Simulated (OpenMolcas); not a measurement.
# Cr³⁺ with 6 ligands (chloride): CASSCF and CASPT2 levels and susceptibility

Aim: the ligand-field states of Cr³⁺ in this surrounding, its lowest levels with spin-orbit coupling and its magnetic susceptibility.

Program: OpenMolcas 26.06. Level of theory: state-averaged CASSCF and CASPT2, spin-orbit coupling by RASSI with atomic mean-field integrals. These are calculated values, not measurements, unless marked.

## 1. The system

* Species: Cr³⁺ (chromium, Z = 24, 21 electrons)
* Basis: ANO-RCC-VTZP [6s5p3d2f1g], 167 functions with the ligands
* Scalar Hamiltonian: DKH2, point nucleus
* Inactive shells: 1s 2s 2p 3s 3p of the metal, and all ligand shells
* Active space: 3 electrons in 5 orbitals (3d)
* Some configurations of this space: 3d³
* Orbitals: optimised for each spin and parity, averaged over all roots

Outer shells as boxes (Hund's rule):

3d3
```
3d [↑ ][↑ ][↑ ][  ][  ]
```

Cr³⁺ is taken with 6 ligands (chloride) in octahedron coordination (Oh) at 2.3 Å. A charge of +0.5 e stands 2.6 Å behind each ligand. Ligand basis ANO-RCC-VDZP. The distances are assumed, not relaxed.

```xyz
7

Cr    0.0000    0.0000    0.0000
Cl    2.3000    0.0000    0.0000
Cl    0.0000    2.3000    0.0000
Cl   -2.3000    0.0000    0.0000
Cl    0.0000   -2.3000    0.0000
Cl    0.0000    0.0000    2.3000
Cl    0.0000    0.0000   -2.3000
```

The work runs as a chain of OpenMolcas steps in one folder; each step below is one input file. Labels, J, g values, rates, χT and fits are worked out afterwards by a script from the matrices that RASSI stores. The input lists half of the charges; inversion (Group=XYZ) makes the rest.

## 2. Basis and integrals

File a.inp:

```
&GATEWAY
Coord
7

Cr 0.0 0.0 0.0
Cl 2.300000 0.000000 0.000000
Cl 0.000000 2.300000 0.000000
Cl -2.300000 0.000000 0.000000
Cl 0.000000 -2.300000 0.000000
Cl 0.000000 0.000000 2.300000
Cl 0.000000 0.000000 -2.300000
Basis=Cr.ANO-RCC-VTZP,Cl.ANO-RCC-VDZP
Group=XYZ
NoMove
AngMom=0.0 0.0 0.0
AMFI
RICD
XField
3 Angstrom 0
4.900000 0.000000 0.000000 0.500000
0.000000 4.900000 0.000000 0.500000
0.000000 0.000000 4.900000 0.500000
&SEWARD
```

On the command line:

```sh
OMP_NUM_THREADS=1 MOLCAS_MEM=2457 MOLCAS_PROJECT=a pymolcas a.inp > a.log
```

## 3. CASSCF: quartets of even parity, 10 roots

File a.inp:

```
&RASSCF
FileOrb=start.orb
Symmetry=1
Spin=4
nActEl=3 0 0
Inactive=30 33
Ras2=5 0
CIRoot=10 10 1
SDav=10
CIMx=300
Iter=150 100
PrWF=0.3
OrbListing=Nothing
MaxOrb=0
LevShft=1.0
>>> COPY $Project.JobIph JOB001
```

start.orb holds start orbitals that the driver prepared beforehand, or those of the step before.

## 4. CASSCF: doublets of even parity, 40 roots

File a.inp:

```
&RASSCF
FileOrb=start.orb
Symmetry=1
Spin=2
nActEl=3 0 0
Inactive=30 33
Ras2=5 0
CIRoot=40 40 1
SDav=40
CIMx=300
Iter=150 100
PrWF=0.3
OrbListing=Nothing
MaxOrb=0
LevShft=1.0
>>> COPY $Project.JobIph JOB002
```

## 5. State interaction with spin-orbit coupling

File a.inp:

```
&RASSI
NrOfJobIphs=2 10 40
1 2 3 4 5 6 7 8 9 10
1 2 3 4 5 6 7 8 9 10 11 12 13 14 15 16 17 18 19 20 21 22 23 24 25 26 27
28 29 30 31 32 33 34 35 36 37 38 39 40
IphNames
JOB001
JOB002
EJob
SpinOrbit
DIPRint=1.0
SOCoupling=1000.0
Subsets=2
Property=9
'ANGMOM' 1 'ANGMOM' 2 'ANGMOM' 3 'MLTPL  1' 1 'MLTPL  1' 2 'MLTPL  1' 3
'AMFI' 1 'AMFI' 2 'AMFI' 3
SOProperty=3
'ANGMOM' 1 'ANGMOM' 2 'ANGMOM' 3
```

## 6. CASPT2: IPEA 0.25, imaginary shift 0.1 (closed shells correlated: 3s 3p of the metal, with ligand shells; the Frozen line counts the rest)

File a.inp:

```
>>> COPY JOB001 $Project.JobIph
&CASPT2
Multistate=10 1 2 3 4 5 6 7 8 9 10
NoMult
Frozen=17 18
IPEA=0.25
Imaginary=0.1
MaxIter=60
WThr=0.0 0.3 0.05
PrWF=0.5
NoMix
>>> COPY JOB002 $Project.JobIph
&CASPT2
Multistate=40 1 2 3 4 5 6 7 8 9 10 11 12 13 14 15 16 17 18 19 20 21 22
23 24 25 26 27 28 29 30 31 32 33 34 35 36 37 38 39 40
NoMult
Frozen=17 18
IPEA=0.25
Imaginary=0.1
MaxIter=60
WThr=0.0 0.3 0.05
PrWF=0.5
NoMix
```

(Steps that only read results are left out.)

Q: Predict the outcome of this session. Wanted: spin-free ground state; first state of the same spin within the active space; lowest level; next level.

As calculated:

| quantity | value |
| --- | --- |
| method | SS-CASPT2, IPEA 0.25, imaginary shift 0.1 (closed shells correlated: 3s 3p of the metal, with ligand shells; the Frozen line counts the rest) |
| spin-free ground state | 4A2, 1-fold in its orbital part |
| first state of the same spin within the active space | 4T2 at 14800 cm⁻¹ |
| lowest level | 4-fold Γ8 |
| next level | 12451.6 cm⁻¹ |
| χT at 300 K | 1.84 cm³ K/mol |
| effective moment at 300 K | 3.84 μB |

Cost by method:

```
                                              method  time of its own steps  time with the reference
                                           A. CASSCF                   40 s                     40 s
B. SS-CASPT2, IPEA 0.25, imaginary shift 0.1, +3s 3p                3.9 min                  4.6 min
```

Times are of one thread on a shared host.

In words: The spin-free ground state (4A2) is 1-fold and keeps the highest spin of the shell. χT at 300 K is 1.84, against 1.88 cm³ K/mol for the spin alone; near agreement at one temperature doesn't show that the orbital moment is quenched. CASPT2 does not keep the components of a term degenerate, and the means are used.
